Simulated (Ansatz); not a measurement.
# CH6ClNSi (SMILES C[SiH](N)Cl): r2SCAN/6-31G(d) (spherical functions)

Aim: the energy change on altering one bond length of CH6ClNSi at r2SCAN/6-31G* (spherical functions), from 2 runs. 

The results are computed with Ansatz 0.2.0.

128 further runs of the same task are left out: 128 set aside as unsound or not needed.

**1. The molecule**

The species is CH6ClNSi (10 atoms), meant as a singlet with charge 0. As SMILES, `C[SiH](N)Cl`. The coordinates come from a PBE0-D4/def2-TZVP relaxation. This is one conformer, not always the lowest.

Bond lengths: C1–Si2 1.853 Å, Si2–N3 1.706 Å, Si2–Cl4 2.081 Å, C1–H5 1.092 Å, C1–H6 1.092 Å, C1–H7 1.093 Å, Si2–H8 1.480 Å, N3–H9 1.008 Å, N3–H10 1.008 Å. Some angles: C1–Si2–N3 110.0°, C1–Si2–Cl4 106.9°, N3–Si2–Cl4 113.8°, C1–Si2–H8 113.9°, N3–Si2–H8 107.4°, Cl4–Si2–H8 105.0°, Si2–C1–H5 110.6°, Si2–C1–H6 110.4°, Si2–C1–H7 110.6°, Si2–N3–H9 120.0°.

**2. The energy at r2SCAN/6-31G(d) (spherical functions)**

File input.yaml:

```yaml
crystal:
  periodic: [false, false, false]
  atoms:
    - {symbol: C, position_ang: [-0.924300, 0.960300, -0.429600]}
    - {symbol: Si, position_ang: [-0.055600, -0.637600, -0.073400]}
    - {symbol: "N", position_ang: [1.200800, -0.379200, 1.050800]}
    - {symbol: Cl, position_ang: [0.594900, -1.392500, -1.900800]}
    - {symbol: H, position_ang: [-1.720000, 0.809500, -1.161600]}
    - {symbol: H, position_ang: [-1.359500, 1.369700, 0.485000]}
    - {symbol: H, position_ang: [-0.226900, 1.694300, -0.841400]}
    - {symbol: H, position_ang: [-0.936500, -1.689500, 0.482600]}
    - {symbol: H, position_ang: [1.847500, 0.382600, 0.917600]}
    - {symbol: H, position_ang: [1.662700, -1.168700, 1.473800]}
basis:
  gaussian: {orbitals: 6-31G_st_-spherical.json}
hamiltonian: {xc: r2scan}
accuracy: high
output: {orbitals: {seedname: orbitals}}
```

The basis set 6-31G* is read from a file made from the Basis Set Exchange's data (not shown).

On the command line:

```console
ansatz run input.yaml --threads 1 --pin off --max-ram 3480MiB --events-out events.jsonl --progress --plain --runs-dir runs
```

Standard output:

```text
Warning: RAYON_NUM_THREADS=1 ignored (pool sized by the plan → 1); use --threads N
Functional definition: r2SCAN
  name "r2SCAN"
  parameter k0 = 0.174
  parameter k1 = 0.065
  parameter a1 = 4.9479
  exchange = r2scan_x(k0 = k0, k1 = k1, a1 = a1)
  correlation = r2scan_c
1774 factors; integrals over basis functions are off by at most 3.6e-9 eV
mean field evaluation 1: about -23013.7829 eV, gradient 6.7e1 eV
mean field evaluation 2: about -22999.5300 eV, gradient 9.8e1 eV
mean field evaluation 4: about -23023.3343 eV, gradient 5.0e0 eV
mean field evaluation 8: about -23023.3819 eV, gradient 9.7e-2 eV
mean field evaluation 16: about -23023.3820 eV, gradient 8.0e-6 eV
mean field -23023.38196646 eV, -846.0936814586 hartree, gradient 7.2e-8 eV, S^2 0.000000; 0 other end points of the search recorded, 0 dependent functions left out
reference -23023.38196713 eV, -846.0936814832 hartree; 25, 25 occupied and 51, 51 virtual orbitals, 1774 factors
Total energy: -23023.38196713 eV, -846.0936814832 hartree
```

Wall time 13 s (1 thread of Arm Neoverse V2, shared host); peak memory 0.26 GiB.

**3. The distorted shape, same level**

File run.yaml:

```yaml
crystal:
  periodic: [false, false, false]
  atoms:
    - {symbol: C, position_ang: [-1.021887, 1.073549, -0.155457]}
    - {symbol: Si, position_ang: [-0.153187, -0.524351, 0.200743]}
    - {symbol: N, position_ang: [1.103213, -0.265951, 1.324943]}
    - {symbol: Cl, position_ang: [0.594900, -1.392500, -1.900800]}
    - {symbol: H, position_ang: [-1.817587, 0.922749, -0.887457]}
    - {symbol: H, position_ang: [-1.457087, 1.482949, 0.759143]}
    - {symbol: H, position_ang: [-0.324487, 1.807549, -0.567257]}
    - {symbol: H, position_ang: [-1.034087, -1.576251, 0.756743]}
    - {symbol: H, position_ang: [1.749913, 0.495849, 1.191743]}
    - {symbol: H, position_ang: [1.565113, -1.055451, 1.747943]}
basis:
  gaussian:
    orbitals: 6-31G_st_-spherical.json
hamiltonian:
  xc: r2scan
accuracy: high
output: {orbitals: {seedname: orbitals}}
```

The basis set 6-31G* is read from a file made from the Basis Set Exchange's data (not shown).

On the command line:

```console
ansatz run run.yaml --threads 1 --pin off --max-ram 3480MiB --events-out events.jsonl --progress --plain --runs-dir runs
```

Standard output:

```text
Warning: RAYON_NUM_THREADS=1 ignored (pool sized by the plan → 1); use --threads N
Functional definition: r2SCAN
  name "r2SCAN"
  parameter k0 = 0.174
  parameter k1 = 0.065
  parameter a1 = 4.9479
  exchange = r2scan_x(k0 = k0, k1 = k1, a1 = a1)
  correlation = r2scan_c
1767 factors; integrals over basis functions are off by at most 6.4e-9 eV
mean field evaluation 1: about -23013.4772 eV, gradient 6.7e1 eV
mean field evaluation 2: about -22995.7834 eV, gradient 1.0e2 eV
mean field evaluation 4: about -23022.8873 eV, gradient 5.6e0 eV
mean field evaluation 8: about -23022.9570 eV, gradient 3.6e-1 eV
mean field evaluation 16: about -23022.9574 eV, gradient 9.3e-6 eV
mean field -23022.95743154 eV, -846.0780800880 hartree, gradient 7.8e-8 eV, S^2 0.000000; 0 other end points of the search recorded, 0 dependent functions left out
reference -23022.95743222 eV, -846.0780801129 hartree; 25, 25 occupied and 51, 51 virtual orbitals, 1767 factors
Total energy: -23022.95743222 eV, -846.0780801129 hartree
```

Run time: 13 s. Hardware: 1 thread of Arm Neoverse V2, shared host; peak memory 0.26 GiB.

**4. Summary of results**

Level: r2SCAN/6-31G* (spherical functions).

```
                                                           quantity          value
                                          first shape: total energy  -846.09368 Eh
                                           first shape: HOMO energy       -6.53 eV
                                           first shape: LUMO energy        1.09 eV
                                         first shape: HOMO–LUMO gap        7.62 eV
                                      distorted shape: total energy  -846.07808 Eh
                                       distorted shape: HOMO energy       -6.75 eV
                                       distorted shape: LUMO energy       -0.59 eV
                                     distorted shape: HOMO–LUMO gap        6.17 eV
energy change with the Si2–Cl4 bond stretched from 2.081 to 2.394 Å       0.425 eV
```

What this shows: With the Si2–Cl4 bond stretched from 2.081 to 2.394 Å the energy rises by 0.42 eV (41.0 kJ/mol). The first shape isn't relaxed at this level, so the change isn't measured from a minimum.
